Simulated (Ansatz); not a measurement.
SrB3Pt:

```
CELL_PARAMETERS angstrom
4.54056 0.00000 0.00000
0.00000 4.54056 0.00000
0.00000 0.00000 4.54056
ATOMIC_POSITIONS crystal
Sr 0.00000 0.00000 0.00000
B 0.50000 0.00000 0.00000
B 0.00000 0.50000 0.00000
B 0.00000 0.00000 0.50000
Pt 0.50000 0.50000 0.50000
```

The cell was built by a generator and needn't be a form met in nature.

- Program: Ansatz 0.2.0
- Task: relaxation of cell and atoms
- Functional: PBE
- Potentials or basis: Ansatz PAW
- Cutoff: 420 eV (not typed: the program's choice for these potentials)
- k mesh: 5 × 5 × 5
- Occupations: fermi-dirac, width 0.05 eV
- Spin: no spin polarisation
- Hubbard terms: Pt d U = 4 eV

At the start: volume 18.72 Å³/atom.

Task: Where does the relaxation end?

Result: It ends after 8 steps and the volume is 21.92 Å³/atom (+17.1 %); space group Pm-3m (No. 221, to 0.05 Å).

The path:
| step | energy change (eV) | largest force (eV/Å) | volume (Å³) |
| --- | --- | --- | --- |
| 1 | 0.0000 | 0.0000 | 93.61 |
| 2 | -0.0353 | 0.0000 | 96.87 |
| 3 | -0.0949 | 0.0000 | 111.56 |
| 4 | -0.0983 | 0.0000 | 108.60 |
| 5 | -0.0983 | 0.0000 | 109.09 |
| 6 | -0.1057 | 0.0000 | 109.09 |
| 7 | -0.1057 | 0.0000 | 109.59 |
| 8 | -0.1058 | 0.0000 | 109.59 |

Final structure:
```cif
data_structure
_symmetry_space_group_name_H-M 'P 1'
_symmetry_Int_Tables_number 1
_cell_length_a 4.7855
_cell_length_b 4.7855
_cell_length_c 4.7855
_cell_angle_alpha 90.000
_cell_angle_beta 90.000
_cell_angle_gamma 90.000
_cell_volume 109.59
loop_
_atom_site_label
_atom_site_type_symbol
_atom_site_fract_x
_atom_site_fract_y
_atom_site_fract_z
_atom_site_occupancy
Sr1 Sr 0.00000 0.00000 0.00000 1
B1 B 0.50000 0.00000 0.00000 1
B2 B 0.00000 0.50000 0.00000 1
B3 B 0.00000 0.00000 0.50000 1
Pt1 Pt 0.50000 0.50000 0.50000 1
```

Caveat: the volume moved by over 15 % at a fixed basis, so the end points are rough; the plane-wave basis is chosen anew once the cell has moved, so the energies of steps on either side of that aren't comparable; U without spin polarisation on a metal has little footing; the U is typed as a test and isn't derived for this compound.
